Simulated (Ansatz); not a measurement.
**InGa3P4: the band gap up the ladder of functionals**

One table from this session's results is given with a row withheld; the runs are named, their logs left out.

The runs shown are made with Ansatz 0.2.0. PAW datasets, plane waves. No spin polarisation and no zero-point or thermal motion; the cell was built from a prototype and may be hypothetical.

## The cell

The cell was relaxed beforehand with r2SCAN.

The symmetry is P-4m2 (No. 115, tetragonal); conventional cell a = 3.927 Å, c = 11.177 Å, 21.55 Å³ an atom. Ga has 4 P at 2.37–2.38 Å; P has 4 Ga at 2.38 Å; Ga has 4 P at 2.38 Å; P has 2 Ga at 2.37 Å and 2 In at 2.52 Å; In has 4 P at 2.52 Å.

Coordinates:

```cif
data_structure
_symmetry_space_group_name_H-M 'P 1'
_symmetry_Int_Tables_number 1
_cell_length_a 3.9273
_cell_length_b 3.9273
_cell_length_c 11.1772
_cell_angle_alpha 90.000
_cell_angle_beta 90.000
_cell_angle_gamma 90.000
_cell_volume 172.39
loop_
_atom_site_label
_atom_site_type_symbol
_atom_site_fract_x
_atom_site_fract_y
_atom_site_fract_z
_atom_site_occupancy
Ga1 Ga 0.00000 0.00000 0.76000 1
P1 P 0.00000 0.50000 0.88008 1
Ga2 Ga 0.50000 0.50000 0.00000 1
P2 P 0.50000 0.00000 0.11992 1
Ga3 Ga 0.00000 0.00000 0.24000 1
P3 P 0.00000 0.50000 0.35872 1
In1 In 0.50000 0.50000 0.50000 1
P4 P 0.50000 0.00000 0.64128 1
```

The first run:

The input, input.yaml:

```yaml
crystal:
  lattice:
    - [3.9272950548, 0.0, 0.0]
    - [0.0, 3.9272950548, 0.0]
    - [0.0, 0.0, 11.1772445164]
  atoms:
    - { symbol: Ga, position: [0.0, 0.0, 0.7599994376] }
    - { symbol: P, position: [0.0, 0.5, 0.8800760305] }
    - { symbol: Ga, position: [0.5, 0.5, 0.0] }
    - { symbol: P, position: [0.5, 0.0, 0.1199239695] }
    - { symbol: Ga, position: [0.0, 0.0, 0.2400005624] }
    - { symbol: P, position: [0.0, 0.5, 0.3587159702] }
    - { symbol: In, position: [0.5, 0.5, 0.5] }
    - { symbol: P, position: [0.5, 0.0, 0.6412840298] }
kpoints:
  mp_grid: { grid: [6, 6, 2] }
  band_path:
    path:
      - [[0.0, 0.0, 0.0], [3.390013767227e-51, 0.5, -1.598242944031e-70], [0.5, 0.5, 1.53850059911e-36], [0.0, 0.0, 0.0], [-9.12559111941e-54, -2.175597470465e-89, 0.5], [2.503296977565e-51, 0.5, 0.5], [0.5, 0.5, 0.5], [-9.12559111941e-54, -2.175597470465e-89, 0.5]]
      - [[3.390013767227e-51, 0.5, -1.598242944031e-70], [2.503296977565e-51, 0.5, 0.5]]
      - [[0.5, 0.5, 1.53850059911e-36], [0.5, 0.5, 0.5]]
    npoints: 10
hamiltonian:
  xc: pbe
scf:
  occupations: { method: fermi_dirac, width: 0.02 }
  n_extra_bands: 6
output:
  forces: true
  stress: true
  eigenvalues: true
```

Launch:

```console
$ ansatz run input.yaml --threads 4 --pin off --max-ram 6451MiB --backend cpu --events-out ev --progress --plain --runs-dir out
```

Among the steps run: PBE band path; r2SCAN; HSE06; PBE+SOC at the same geometry; Single point with PBE0.

One table of the session follows, with a row left open; its other results are not shown here.

```
  level  gap (eV)
    PBE      1.31
 r2SCAN      1.73
  HSE06      2.20
PBE+SOC      1.28
   PBE0         ?
```

Q: Estimate the row for PBE0 from the others.

The run gave: gap (eV): 2.86. In the column «gap (eV)» it is the highest.

Meshes: PBE 6×6×2, r2SCAN 6×6×2, HSE06 4×4×2, PBE+SOC 6×6×2, PBE0 4×4×2

PBE+SOC gives the least gap, 1.28 eV, and PBE0 the largest, 2.86 eV. PBE reaches 59 % of the HSE06 value, and r2SCAN 79 %. PBE0 lies 0.66 eV above HSE06, which differs from it by screening the long-range exchange. The levels disagree on whether the gap is direct.

Limits of these values: Warnings in the runs' records: stress scf threshold loose, stress exchange threshold loose.
